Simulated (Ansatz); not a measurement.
**C2H5AlFN: up Jacob's ladder to CCSD(T)**

One table from this session's results is given with a row withheld; the runs are named, their logs left out.

The runs use Ansatz 0.2.0, Gaussian basis; functionals in def2-TZVPP, the program's frozen cores in correlated methods.

The runs, in order: LDA (SPW92), PBE-D4, revPBE-D4, BLYP-D4, r2SCAN-D4, B97M-V, PBE0-D4, B3LYP-D4, r2SCANh-D4, r2SCAN0-D4, HSE06-D4, BHLYP-D4, CAM-B3LYP-D4, LC-ωPBE, ωB97X-V, ωB97M-V, B2PLYP, PBE-QIDH; CCSD(T)/def2-SVP; CCSD(T)/def2-TZVPP; MP2/def2-QZVPP; extrapolation to the limit; RPA on PBE.

### The relaxed structure

An earlier PBE0-D4 in a triple-zeta def2 set relaxation fixed the geometry.

SMILES `N/C=[CH]/[AlH][F]`, 10 atoms, charge 0, spin multiplicity 1.

Atoms are counted from 1 here; the program's logs count them from 0.

Bond lengths: N1–C2 1.357 Å, N1–H6 1.005 Å, N1–H7 1.003 Å, C2–C3 1.353 Å, C2–H8 1.089 Å, C3–Al4 1.893 Å, C3–H9 1.091 Å, Al4–F5 1.661 Å, Al4–H10 1.580 Å. Angles: C2–N1–H6 119.6°, C2–N1–H7 120.2°, H6–N1–H7 117.0°, N1–C2–C3 127.1°, N1–C2–H8 112.8°, C3–C2–H8 120.1°, C2–C3–Al4 120.2°, C2–C3–H9 116.9°, Al4–C3–H9 122.9°, C3–Al4–F5 116.5°, C3–Al4–H10 127.3°, F5–Al4–H10 116.2°.

The first run:

Input file in.yaml:

```yaml
crystal:
  periodic: [false, false, false]
  atoms:
    - {symbol: N, position_ang: [-0.400741, 1.059932, 1.675450]}
    - {symbol: C, position_ang: [-0.409210, 0.287801, 0.560141]}
    - {symbol: C, position_ang: [0.652069, -0.041856, -0.211099]}
    - {symbol: Al, position_ang: [0.427141, -1.181604, -1.706101]}
    - {symbol: F, position_ang: [-1.116036, -1.722838, -1.998587]}
    - {symbol: H, position_ang: [0.431363, 1.565522, 1.923385]}
    - {symbol: H, position_ang: [-1.263002, 1.378693, 2.075343]}
    - {symbol: H, position_ang: [-1.398136, -0.101308, 0.322889]}
    - {symbol: H, position_ang: [1.618475, 0.376333, 0.074712]}
    - {symbol: H, position_ang: [1.541276, -1.671773, -2.713032]}
basis:
  gaussian: {orbitals: def2-TZVPP}
hamiltonian: {xc: lda}
output: {orbitals: {seedname: orbitals}}
```

The run is started by

```console
$ ansatz run in.yaml --threads 4 --pin off --events-out ev --progress --plain --max-ram 10444MiB
```

Among the steps run: LDA; PBE-D4 (GGA); revPBE-D4 (GGA); BLYP-D4 (GGA); r2SCAN-D4 (meta-GGA); B97M-V (meta-GGA); PBE0-D4 (hybrid); B3LYP-D4 (hybrid); r2SCANh-D4 (hybrid); r2SCAN0-D4 (hybrid); HSE06-D4 (hybrid); BHLYP-D4 (hybrid); CAM-B3LYP-D4 (range-separated); LC-ωPBE (range-separated); ωB97X-V (range-separated); ωB97M-V (range-separated); B2PLYP (double hybrid); PBE-QIDH (double hybrid).

One table of the session follows, with a row left open; its other results are not shown here.

It belongs to the step «Frontier levels by functional». 

| functional | HOMO (eV) | gap (eV) |
| --- | --- | --- |
| LDA (SPW92) | -5.51 | 3.82 |
| PBE-D4 | -5.32 | 3.86 |
| revPBE-D4 | -5.25 | 3.89 |
| BLYP-D4 | -5.16 | 3.81 |
| r2SCAN-D4 | -5.51 | 4.31 |
| B97M-V | -5.54 | 4.25 |
| PBE0-D4 | -6.38 | 5.71 |
| B3LYP-D4 | -6.17 | 5.28 |
| r2SCANh-D4 | ? | ? |
| r2SCAN0-D4 | -6.52 | 6.01 |
| HSE06-D4 | -5.99 | 4.94 |
| BHLYP-D4 | -7.31 | 7.44 |
| CAM-B3LYP-D4 | -7.63 | 7.89 |
| LC-ωPBE | -8.94 | 10.27 |
| ωB97X-V | -8.59 | 9.83 |
| ωB97M-V | -8.51 | 9.52 |

Q: Estimate the row for r2SCANh-D4 from the others.

Worked estimate for «HOMO (eV)». Against the share of exact exchange, r2SCAN-D4 (0, -5.51), r2SCAN0-D4 (0.25, -6.52) give a slope of -4.04 per unit share; at 0.1 the line stands at -5.91.

**Answer.** HOMO (eV): -5.91; gap (eV): 4.99. In «HOMO (eV)» the line misses by 0.00.
